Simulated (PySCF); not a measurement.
**CH4F2Si (SMILES C[SiH](F)F) at CCSD(T)/cc-pVDZ**

What is the energy change on altering one bond length of CH4F2Si at CCSD(T)/cc-pVDZ? Input form: a Python script.

The results are computed with PySCF 2.14.0.

2 further runs of the same task are left out: 2 set aside as unsound or not needed.

## Step 1: Starting point

CH4F2Si has 8 atoms, charge 0, and is taken as a singlet. SMILES: `C[SiH](F)F`. The shape is that of a PBE0-D4/def2-TZVP optimisation.

Bond lengths: C1–Si2 1.840 Å, Si2–F3 1.591 Å, Si2–F4 1.591 Å, C1–H5 1.092 Å, C1–H6 1.093 Å, C1–H7 1.093 Å, Si2–H8 1.477 Å. Some angles: C1–Si2–F3 109.8°, C1–Si2–F4 109.8°, F3–Si2–F4 106.8°, C1–Si2–H8 114.8°, F3–Si2–H8 107.6°, F4–Si2–H8 107.6°, Si2–C1–H5 110.7°, Si2–C1–H6 110.6°, Si2–C1–H7 110.6°, H5–C1–H6 108.3°.

## Step 2: A single-point energy at CCSD(T)/cc-pVDZ

Input file geometry.xyz:

```xyz
8

C     -0.387100     0.881700    -0.174700
Si     0.329300    -0.775200     0.180600
F      1.916300    -0.678300     0.226700
F     -0.035400    -1.783900    -0.994000
H     -0.013400     1.269000    -1.125400
H     -0.122700     1.591000     0.613300
H     -1.476800     0.824400    -0.231400
H     -0.118100    -1.385700     1.449000
```

Input file run.py:

```python
from pyscf import gto, cc

molecule = gto.Mole()
molecule.atom = 'geometry.xyz'
molecule.verbose = 3
molecule.basis = 'cc-pvdz'
molecule.max_memory = 1860
molecule.build()

myscf = molecule.RHF()
myscf.conv_tol = 1e-10
myscf.kernel()
if not myscf.converged:
    myscf = myscf.newton().run(myscf.mo_coeff, myscf.mo_occ)

mycc = cc.CCSD(myscf, frozen=8)
mycc.kernel()
e_t = mycc.ccsd_t()
e_final = mycc.e_tot + e_t
print('E(%s) = %.9f' % ('CCSD(T)', e_final))
```

On the command line:

```sh
$ OMP_NUM_THREADS=1 python run.py
```

What it wrote:

```text
converged SCF energy = -528.144348784949
E(CCSD) = -528.7893611468368  E_corr = -0.645012361887923
CCSD(T) correction = -0.0118944651685232
E(CCSD(T)) = -528.801255612
```

It took 19 s on 1 thread of Intel Xeon at 2.70GHz, shared host; peak memory 0.36 GiB.

## Step 3: The distorted shape, same level

Input file input.py:

```python
from pyscf import gto, cc

system = gto.Mole()
system.atom = '''
C   -0.602015   1.378759  -0.281288
Si   0.329300  -0.775200   0.180600
F    1.916300  -0.678300   0.226700
F   -0.035400  -1.783900  -0.994000
H   -0.228315   1.766059  -1.231988
H   -0.337615   2.088059   0.506712
H   -1.691715   1.321459  -0.337988
H   -0.118100  -1.385700   1.449000
'''
system.verbose = 4
system.basis = 'cc-pvdz'
system.charge = 0
system.spin = 0
system.max_memory = 1860
system.build()

mf = system.RHF()
mf.conv_tol = 1e-10
mf.kernel()
if not mf.converged:
    mf = mf.newton().run(mf.mo_coeff, mf.mo_occ)

mycc = cc.CCSD(mf, frozen=8)
mycc.kernel()
e_t = mycc.ccsd_t()
e_tot = mycc.e_tot + e_t
print('E(%s) = %.9f' % ('CCSD(T)', e_tot))
```

On the command line:

```sh
$ OMP_NUM_THREADS=1 python input.py
```

What it wrote:

```text
PySCF version 2.14.0

[INPUT] num. atoms = 8
[INPUT] num. electrons = 42
[INPUT] charge = 0
[INPUT] spin (= nelec alpha-beta = 2S) = 0
[INPUT] symmetry False subgroup None
[INPUT] Mole.unit = angstrom
[INPUT] Symbol           X                Y                Z      unit          X                Y                Z       unit  Magmom
[INPUT]  1 C     -0.602015000000   1.378759000000  -0.281288000000 AA   -1.137643472880   2.605476901779  -0.531557282127 Bohr   0.0
[INPUT]  2 Si     0.329300000000  -0.775200000000   0.180600000000 AA    0.622286812819  -1.464915691763   0.341284538096 Bohr   0.0
[INPUT]  3 F      1.916300000000  -0.678300000000   0.226700000000 AA    3.621282172504  -1.281801230292   0.428400912439 Bohr   0.0
[INPUT]  4 F     -0.035400000000  -1.783900000000  -0.994000000000 AA   -0.066896304810  -3.371082433612  -1.878387767818 Bohr   0.0
[INPUT]  5 H     -0.228315000000   1.766059000000  -1.231988000000 AA   -0.431452820130   3.337367829823  -2.328119908751 Bohr   0.0
[INPUT]  6 H     -0.337615000000   2.088059000000   0.506712000000 AA   -0.637999885545   3.945859641933   0.957546904031 Bohr   0.0
[INPUT]  7 H     -1.691715000000   1.321459000000  -0.337988000000 AA   -3.196878030819   2.497195594842  -0.638704753389 Bohr   0.0
[INPUT]  8 H     -0.118100000000  -1.385700000000   1.449000000000 AA   -0.223176655311  -2.618593490810   2.738213154495 Bohr   0.0

nuclear repulsion = 171.564865339929
number of shells = 32
number of NR pGTOs = 147
number of NR cGTOs = 80
basis = cc-pvdz
ecp = {}

******** <class 'pyscf.scf.hf.RHF'> ********
method = RHF
initial guess = minao
damping factor = 0
level_shift factor = 0
DIIS = <class 'pyscf.scf.diis.CDIIS'>
diis_start_cycle = 1
diis_space = 8
diis_damp = 0
SCF conv_tol = 1e-10
SCF conv_tol_grad = None
SCF max_cycles = 50
direct_scf = True
direct_scf_tol = 1e-13
Set gradient conv threshold to 1e-05
Initial guess from minao.
init E= -527.908323126641
  HOMO = -0.288143059935211  LUMO = 0.03957782186722  gap/eV = 8.91774
cycle= 1 E= -527.998604236113  delta_E= -0.0903  |g|= 0.634  |ddm|= 2.14
  HOMO = -0.42970840266676  LUMO = 0.0964760730711127  gap/eV = 14.31821
cycle= 2 E= -528.064588844927  delta_E= -0.066  |g|= 0.369  |ddm|= 0.648
  HOMO = -0.410041353593469  LUMO = 0.125970793990302  gap/eV = 14.58563
cycle= 3 E= -528.086492514961  delta_E= -0.0219  |g|= 0.0439  |ddm|= 0.204
  HOMO = -0.404599144113968  LUMO = 0.137787503589291  gap/eV = 14.75909
cycle= 4 E= -528.087227223027  delta_E= -0.000735  |g|= 0.0086  |ddm|= 0.0513
  HOMO = -0.405973937019735  LUMO = 0.137949426935537  gap/eV = 14.80091
cycle= 5 E= -528.087266833991  delta_E= -3.96e-05  |g|= 0.00188  |ddm|= 0.0141
  HOMO = -0.406307549895632  LUMO = 0.137803520606897  gap/eV = 14.80602
cycle= 6 E= -528.087269026128  delta_E= -2.19e-06  |g|= 0.000594  |ddm|= 0.00337
  HOMO = -0.406177815229659  LUMO = 0.137909911102367  gap/eV = 14.80538
cycle= 7 E= -528.087269257007  delta_E= -2.31e-07  |g|= 0.000211  |ddm|= 0.00106
  HOMO = -0.406193848100964  LUMO = 0.13789952323477  gap/eV = 14.80553
cycle= 8 E= -528.087269286446  delta_E= -2.94e-08  |g|= 3.31e-05  |ddm|= 0.000448
  HOMO = -0.406181020384644  LUMO = 0.137902317090425  gap/eV = 14.80526
cycle= 9 E= -528.087269287326  delta_E= -8.8e-10  |g|= 7.06e-06  |ddm|= 8.46e-05
  HOMO = -0.406181407648815  LUMO = 0.13790098009709  gap/eV = 14.80524
cycle= 10 E= -528.087269287365  delta_E= -3.98e-11  |g|= 2.07e-06  |ddm|= 1.67e-05
  HOMO = -0.406181307624593  LUMO = 0.137900953558747  gap/eV = 14.80523
Extra cycle  E= -528.087269287369  delta_E= -3.64e-12  |g|= 8.95e-07  |ddm|= 3.08e-06
converged SCF energy = -528.087269287369

******** <class 'pyscf.cc.ccsd.CCSD'> ********
CC2 = 0
CCSD nocc = 13, nmo = 72
frozen orbitals 8
max_cycle = 50
direct = 0
conv_tol = 1e-07
conv_tol_normt = 1e-05
diis_space = 6
diis_start_cycle = 0
diis_start_energy_diff = 1e+09
Init t2, MP2 energy = -528.705299540811  E_corr(MP2) -0.618030253441845
Init E_corr(CCSD) = -0.618030253442239
cycle = 1  E_corr(CCSD) = -0.63164218995018  dE = -0.0136119365  norm(t1,t2) = 0.0657534
cycle = 2  E_corr(CCSD) = -0.646901772993907  dE = -0.015259583  norm(t1,t2) = 0.0207078
cycle = 3  E_corr(CCSD) = -0.648015678588214  dE = -0.00111390559  norm(t1,t2) = 0.0111108
cycle = 4  E_corr(CCSD) = -0.650688754896747  dE = -0.00267307631  norm(t1,t2) = 0.00434008
cycle = 5  E_corr(CCSD) = -0.650646640109139  dE = 4.21147876e-05  norm(t1,t2) = 0.000872631
cycle = 6  E_corr(CCSD) = -0.650561685251368  dE = 8.49548578e-05  norm(t1,t2) = 0.000317218
cycle = 7  E_corr(CCSD) = -0.650559063819978  dE = 2.62143139e-06  norm(t1,t2) = 8.28702e-05
cycle = 8  E_corr(CCSD) = -0.65056298740596  dE = -3.92358598e-06  norm(t1,t2) = 2.92332e-05
cycle = 9  E_corr(CCSD) = -0.650563884197146  dE = -8.96791186e-07  norm(t1,t2) = 1.20253e-05
cycle = 10  E_corr(CCSD) = -0.650564050062913  dE = -1.65865767e-07  norm(t1,t2) = 3.62466e-06
cycle = 11  E_corr(CCSD) = -0.650563946046528  dE = 1.04016385e-07  norm(t1,t2) = 1.35912e-06
cycle = 12  E_corr(CCSD) = -0.650563922589915  dE = 2.34566124e-08  norm(t1,t2) = 5.36879e-07
CCSD converged
E(CCSD) = -528.7378332099589  E_corr = -0.6505639225899154
CCSD(T) correction = -0.0132849573985675
E(CCSD(T)) = -528.751118167
```

Run time: 17 s. Hardware: 1 thread of Intel Xeon at 2.70GHz, shared host; peak memory 0.36 GiB.

## Step 4: What came out

Level: CCSD(T)/cc-pVDZ, 8 core orbitals frozen.

| quantity | value |
| --- | --- |
| first shape: total energy | -528.80126 Eh |
| first shape: dipole moment (Hartree–Fock density) | 2.46 D |
| first shape: HOMO energy (Hartree–Fock orbitals) | -12.91 eV |
| first shape: LUMO energy (Hartree–Fock orbitals) | 4.83 eV |
| first shape: HOMO–LUMO gap (Hartree–Fock orbitals) | 17.74 eV |
| first shape: correlation energy (8 core orbitals frozen) | -656.9 mEh |
| first shape: (T) correction | -11.89 mEh |
| first shape: T1 diagnostic | 0.011 |
| distorted shape: total energy | -528.75112 Eh |
| distorted shape: dipole moment (Hartree–Fock density) | 2.04 D |
| distorted shape: HOMO energy (Hartree–Fock orbitals) | -11.05 eV |
| distorted shape: LUMO energy (Hartree–Fock orbitals) | 3.75 eV |
| distorted shape: HOMO–LUMO gap (Hartree–Fock orbitals) | 14.81 eV |
| distorted shape: correlation energy (8 core orbitals frozen) | -663.8 mEh |
| distorted shape: (T) correction | -13.28 mEh |
| distorted shape: T1 diagnostic | 0.012 |
| energy change with the C1–Si2 bond stretched from 1.840 to 2.392 Å | 1.364 eV |

What this shows: With the C1–Si2 bond stretched from 1.840 to 2.392 Å the energy rises by 1.36 eV (132 kJ/mol). The first shape isn't relaxed at this level, so the change isn't measured from a minimum. Mulliken charges (first shape) of the mean-field density run from -0.44 on F3 to +1.15 on Si2; they depend strongly on the basis. The triples (first shape) make up 1.8 % of the correlation energy. The triples (distorted shape) make up 2.0 % of the correlation energy.
